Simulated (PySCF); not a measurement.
# Sn₂Se: structure of the singlet

Where does singlet Sn₂Se go from a bent start, is the end point a minimum, and what are its modes, charges and moments?

Method: PBE0, basis Se def2-SVP, Sn def2-SVP with ECP28, scalar-relativistic core potentials, no spin–orbit coupling, density fitting; program: PySCF 2.14.0.

### 1 The starting structure

3 atoms, charge 0, spin multiplicity 1.

Bond lengths: Se1–Sn2 2.560 Å, Se1–Sn3 2.560 Å. Angles: Sn2–Se1–Sn3 110.0°.

Coordinates in bohr (charge 0 multiplicity 1):
```
Se    0.0000    0.0000    0.0000
Sn    3.9628    0.0000    2.7749
Sn   -3.9628    0.0000    2.7749
```

### 2 First SCF at the start

One driver script runs all steps and calls PySCF; scf.py shows how it sets up the SCF of each step. The optimiser is the driver's own. After this first run the driver tries any further starts and a stability analysis.

scf.py reads:

```python
from pyscf import gto, scf, dft
mol = gto.M(atom='''
Se     0.000000     0.000000     0.000000
Sn     2.097000     0.000000     1.468400
Sn    -2.097000     0.000000     1.468400''',
    basis={'Se': 'def2-SVP', 'Sn': 'def2-SVP'},
    ecp={'Sn': 'def2-SVP'},
    charge=0, spin=0)
mf = dft.RKS(mol, xc='PBE0')
mf.grids.atom_grid = (50, 194)
aux = {'Se': 'def2-universal-JKFIT', 'Sn': 'def2-universal-JKFIT'}
mf = mf.density_fit(auxbasis=aux)
mf.conv_tol = 1e-08
mf.diis_space = 10
mf.max_cycle = 60
mf.init_guess = 'minao'
mf.verbose = 4
mf.kernel()
```

Started as:

```console
$ OMP_NUM_THREADS=2 python axn.py task.json out
```

After this run come: Relaxation: bent start, singlet; Vibrations and properties at this point.

**Question.** What will these runs give? Wanted: minimum; geometry; wavenumbers; dipole moment; highest occupied, lowest empty level; polar-tensor charge of Se1; zero-point energy; atomisation energy.

As calculated:

| quantity | value |
| --- | --- |
| minimum | singlet, C2v |
| geometry | Se–Sn 2.574 Å (×2), Sn–Sn 2.925 Å; Se–Sn–Sn 55.4° (×2), Sn–Se–Sn 69.3° |
| wavenumbers (cm⁻¹) | 154 (a1), 192 (b2), 267 (a1) |
| dipole moment | 2.04 D |
| highest occupied, lowest empty level | -5.24, -2.95 eV |
| polar-tensor charge of Se1 | -0.54 e |
| zero-point energy | 3.7 kJ/mol |
| entropy at 298.15 K | 327.4 J/(mol K) |
| atomisation energy (no zero-point energy) | 665 kJ/mol |

**Reading.** The bent start keeps its C2v symmetry and ends in a minimum. The strongest infrared band lies at 267 cm⁻¹ (a1). The first SCF alone would have been 37 kJ/mol too high. Other starts or spin states, not run here, may lie lower.
